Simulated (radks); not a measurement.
# O⁻ inside a hard spherical wall

What does compression do to the levels of O⁻? A hard sphere of shrinking radius stands in for pressure; the configuration is held at [He] 2s2 2p5.

The numbers are computed with radks (a radial shooting solver on a logarithmic mesh, Libxc functionals) version 1 (non-relativistic Kohn-Sham, PBEsol, spin-unpolarised, spherical densities, point nucleus), except any that are marked as measured or tabulated.

### Step 1. Starting point

```
element       : oxygen (Z = 8)
charge        : -1
electrons     : 9
configuration : [He] 2s2 2p5
```

Outer shells as boxes (Hund's rule):

O⁻
```
[He] core
2s [↑↓]
2p [↑↓][↑↓][↑ ]
```

### Step 2. Wall at 15 bohr

The run's settings:

```text
Z 8
configuration [He] 2s2 2p5 3s0 3p0 3d0
relativity non-relativistic
functional pbe_sol,pbe_sol
spin unpolarised
nucleus point
wall 15 bohr
```

Started as:

```bash
python run_ks.py task.json out
```

All runs below come from this command, one after another.

### Step 3. Wall at 10 bohr

Input: that of step 2 with these lines changed.

```diff
@@ -6,2 +6,2 @@
 nucleus point
-wall 15 bohr
+wall 10 bohr
```

### Step 4. Wall at 7 bohr

Input: that of step 3 with these lines changed.

```diff
@@ -6,2 +6,2 @@
 nucleus point
-wall 10 bohr
+wall 7 bohr
```

### Step 5. Wall at 6 bohr

Input: that of step 4 with these lines changed.

```diff
@@ -6,2 +6,2 @@
 nucleus point
-wall 7 bohr
+wall 6 bohr
```

### Step 6. Wall at 5 bohr

Input: that of step 5 with these lines changed.

```diff
@@ -6,2 +6,2 @@
 nucleus point
-wall 6 bohr
+wall 5 bohr
```

### Step 7. Wall at 3.5 bohr

Input: that of step 6 with these lines changed.

```diff
@@ -6,2 +6,2 @@
 nucleus point
-wall 5 bohr
+wall 3.5 bohr
```

### Step 8. Wall at 3 bohr

Input: that of step 7 with these lines changed.

```diff
@@ -6,2 +6,2 @@
 nucleus point
-wall 3.5 bohr
+wall 3 bohr
```

### Step 9. Wall at 2.5 bohr

Input: that of step 8 with these lines changed.

```diff
@@ -6,2 +6,2 @@
 nucleus point
-wall 3 bohr
+wall 2.5 bohr
```

### Step 10. Wall at 2 bohr

Input: that of step 9 with these lines changed.

```diff
@@ -6,2 +6,2 @@
 nucleus point
-wall 2.5 bohr
+wall 2 bohr
```

**Question.** What will these runs give? Wanted: for each run, R; E − E(widest); ε(2p); ε(3s, empty); ε(3p, empty); ε(3d, empty); pressure.

As calculated:

| R (bohr) | E − E(widest) (eV) | ε(2p) (eV) | ε(3s, empty) (eV) | ε(3p, empty) (eV) | ε(3d, empty) (eV) | pressure (GPa) |
| --- | --- | --- | --- | --- | --- | --- |
| 15 | 0.000 | 1.731 | 3.134 | 3.561 | 4.180 | 0.000767 |
| 10 | 0.034 | 1.949 | 4.928 | 6.085 | 7.411 | 0.0167 |
| 7 | 0.230 | 2.531 | 7.998 | 10.442 | 12.577 | 0.298 |
| 6 | 0.507 | 3.069 | 10.340 | 13.563 | 15.917 | 1.03 |
| 5 | 1.269 | 4.149 | 14.664 | 18.939 | 21.156 | 4.35 |
| 3.5 | 7.252 | 9.164 | 33.220 | 39.219 | 37.925 | 69.4 |
| 3 | 14.956 | 13.643 | 49.206 | 55.133 | 49.588 | 220 |
| 2.5 | 33.884 | 22.173 | 79.407 | 83.561 | 69.114 | 811 |
| 2 | 85.744 | 39.935 | 143.08 | 140.08 | 105.84 | 3659 |

In words: At the tightest wall, 2 bohr, the energy stands 85.744 eV above the widest wall (15 bohr) and the pressure, −dE/dV, is 3659 GPa. Of the levels in the table that exist at both ends, 3s (empty) rises most from the widest wall (15 bohr) (139.95 eV). From R = 15 bohr inwards the highest occupied level lies above zero, in an anion first from self-interaction, then from the wall. Shells are not refilled when levels cross, and a hard wall is a model, not a crystal.
